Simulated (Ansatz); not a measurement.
# CH₆BrSi₂ radical: how energies converge with the basis set

One table from this session's results is given with a row withheld; the runs are named, their logs left out.

The runs use Ansatz 0.2.0, Gaussian basis; one geometry, several basis sets.

The runs, in order: PBE0-D4/def2-SVP; ωB97M-V/def2-SVP; PBE0-D4/def2-QZVPP; ωB97M-V/def2-QZVPP; the functionals' def2-TZVPP values are taken from earlier runs.

## Structure used throughout

An earlier PBE0-D4 in a triple-zeta def2 set relaxation fixed the geometry.

SMILES `C[Si]([SiH3])Br`, 10 atoms, charge 0, spin multiplicity 2.

Atoms are counted from 1 here; the program's logs count them from 0.

Bond lengths: C1–Si2 1.874 Å, C1–H5 1.093 Å, C1–H6 1.094 Å, C1–H7 1.092 Å, Si2–Si3 2.337 Å, Si2–Br4 2.240 Å, Si3–H8 1.485 Å, Si3–H9 1.490 Å, Si3–H10 1.489 Å. Angles: Si2–C1–H5 109.8°, Si2–C1–H6 110.4°, Si2–C1–H7 110.7°, H5–C1–H6 108.7°, H5–C1–H7 108.7°, H6–C1–H7 108.5°, C1–Si2–Si3 115.1°, C1–Si2–Br4 108.4°, Si3–Si2–Br4 108.0°, Si2–Si3–H8 108.8°, Si2–Si3–H9 111.9°, Si2–Si3–H10 108.7°, H8–Si3–H9 109.3°, H8–Si3–H10 109.3°, H9–Si3–H10 108.7°.

The first run:

File in.yaml:

```yaml
crystal:
  periodic: [false, false, false]
  atoms:
    - {symbol: C, position_ang: [-0.702038, 1.408953, -0.821042]}
    - {symbol: Si, position_ang: [-0.398985, -0.438169, -0.741539]}
    - {symbol: Si, position_ang: [1.186140, -1.117643, 0.836224]}
    - {symbol: Br, position_ang: [-2.335765, -1.453222, -0.257093]}
    - {symbol: H, position_ang: [0.231788, 1.928212, -1.051613]}
    - {symbol: H, position_ang: [-1.079998, 1.775432, 0.137510]}
    - {symbol: H, position_ang: [-1.434333, 1.646405, -1.595087]}
    - {symbol: H, position_ang: [1.307399, -2.596808, 0.788100]}
    - {symbol: H, position_ang: [0.810951, -0.699970, 2.216418]}
    - {symbol: H, position_ang: [2.498041, -0.504391, 0.490923]}
basis:
  gaussian: {orbitals: def2-SVP}
magnetization: {spin_polarized: true, initial_magnetization: 1}
hamiltonian: {xc: pbe0, dispersion: d4}
output: {orbitals: {seedname: orbitals}}
```

On the command line:

```bash
$ ansatz run in.yaml --threads 2 --pin off --events-out ev --progress --plain --max-ram 22528MiB --backend cpu
```

Among the steps run: PBE0-D4 in def2-SVP; ωB97M-V in def2-SVP; PBE0-D4 in def2-QZVPP; ωB97M-V in def2-QZVPP.

One table of the session follows, with a row left open; its other results are not shown here.

It belongs to the step «Functionals by basis». 

| functional | basis | HOMO (eV) | LUMO (eV) |
| --- | --- | --- | --- |
| PBE0-D4 | def2-SVP | ? | ? |
| PBE0-D4 | def2-TZVPP | -5.94 | -2.62 |
| PBE0-D4 | def2-QZVPP | -5.96 | -2.64 |
| ωB97M-V | def2-SVP | -7.59 | -0.96 |
| ωB97M-V | def2-TZVPP | -7.65 | -1.04 |
| ωB97M-V | def2-QZVPP | -7.67 | -1.09 |

Estimate the missing values for PBE0-D4, def2-SVP.

As computed: HOMO (eV): -5.91; LUMO (eV): -2.60. In the column «HOMO (eV)» it is the highest.
